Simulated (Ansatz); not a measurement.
# CH₃NSZn: a ladder of functionals and wavefunction methods

One table from this session's results is given with a row withheld; the runs are named, their logs left out.

The runs use Ansatz 0.2.0, Gaussian basis; functionals in def2-TZVPP, the program's frozen cores in correlated methods.

Plan: LDA (SPW92), PBE-D4, revPBE-D4, BLYP-D4, r2SCAN-D4, B97M-V, PBE0-D4, B3LYP-D4, r2SCANh-D4, r2SCAN0-D4, HSE06-D4, BHLYP-D4, CAM-B3LYP-D4, LC-ωPBE, ωB97X-V, ωB97M-V, B2PLYP, PBE-QIDH; CCSD(T)/def2-SVP; CCSD(T)/def2-TZVPP; MP2/def2-QZVPP; extrapolation to the limit; RPA on PBE.

## Structure used throughout

An earlier PBE0-D4 in a triple-zeta def2 set relaxation fixed the geometry.

SMILES `N[C](=S)[ZnH]`, 7 atoms, charge 0, spin multiplicity 1.

Atoms are counted from 1 here; the program's logs count them from 0.

Bond lengths: N1–C2 1.318 Å, N1–H5 1.013 Å, N1–H6 1.005 Å, C2–S3 1.671 Å, C2–Zn4 1.936 Å, Zn4–H7 1.528 Å. Angles: C2–N1–H5 120.6°, C2–N1–H6 121.1°, H5–N1–H6 118.2°, N1–C2–S3 124.0°, N1–C2–Zn4 145.3°, S3–C2–Zn4 90.8°, C2–Zn4–H7 179.1°.

The first run:

Contents of in.yaml:

```yaml
crystal:
  periodic: [false, false, false]
  atoms:
    - {symbol: N, position_ang: [-0.974294, 0.316913, 0.927429]}
    - {symbol: C, position_ang: [0.075174, -0.057155, 0.223149]}
    - {symbol: S, position_ang: [1.469297, -0.692706, 0.890624]}
    - {symbol: Zn, position_ang: [0.824207, -0.213721, -1.555410]}
    - {symbol: H, position_ang: [-0.976192, 0.230345, 1.937009]}
    - {symbol: H, position_ang: [-1.792079, 0.694495, 0.480916]}
    - {symbol: H, position_ang: [1.434987, -0.346271, -2.949317]}
basis:
  gaussian: {orbitals: def2-TZVPP}
hamiltonian: {xc: lda}
output: {orbitals: {seedname: orbitals}}
```

Steps of the session up to this table: LDA; PBE-D4 (GGA); revPBE-D4 (GGA); BLYP-D4 (GGA); r2SCAN-D4 (meta-GGA); B97M-V (meta-GGA); PBE0-D4 (hybrid); B3LYP-D4 (hybrid); r2SCANh-D4 (hybrid); r2SCAN0-D4 (hybrid); HSE06-D4 (hybrid); BHLYP-D4 (hybrid); CAM-B3LYP-D4 (range-separated); LC-ωPBE (range-separated); ωB97X-V (range-separated); ωB97M-V (range-separated); B2PLYP (double hybrid); PBE-QIDH (double hybrid).

One of the session's tables, all rows but one given; the rest of the session is left out.

It belongs to the step «Orbital energies across the functionals». 

| functional | HOMO (eV) | LUMO (eV) | gap (eV) |
| --- | --- | --- | --- |
| LDA (SPW92) | ? | ? | ? |
| PBE-D4 | -5.10 | -2.24 | 2.86 |
| revPBE-D4 | -5.03 | -2.15 | 2.88 |
| BLYP-D4 | -4.95 | -2.10 | 2.85 |
| r2SCAN-D4 | -5.30 | -2.10 | 3.20 |
| B97M-V | -5.35 | -2.07 | 3.28 |
| PBE0-D4 | -6.17 | -1.34 | 4.83 |
| B3LYP-D4 | -5.97 | -1.55 | 4.41 |
| r2SCANh-D4 | -5.70 | -1.76 | 3.94 |
| r2SCAN0-D4 | -6.31 | -1.27 | 5.05 |
| HSE06-D4 | -5.78 | -1.72 | 4.06 |
| BHLYP-D4 | -7.14 | -0.40 | 6.75 |
| CAM-B3LYP-D4 | -7.43 | -0.29 | 7.13 |
| LC-ωPBE | -8.71 | 0.77 | 9.49 |
| ωB97X-V | -8.40 | 0.71 | 9.11 |
| ωB97M-V | -8.27 | 0.58 | 8.85 |

**Question.** Estimate the row for LDA (SPW92).

As computed: HOMO (eV): -5.27; LUMO (eV): -2.47; gap (eV): 2.80. In the column «HOMO (eV)» it lies between r2SCAN-D4 (-5.30) and PBE-D4 (-5.10).
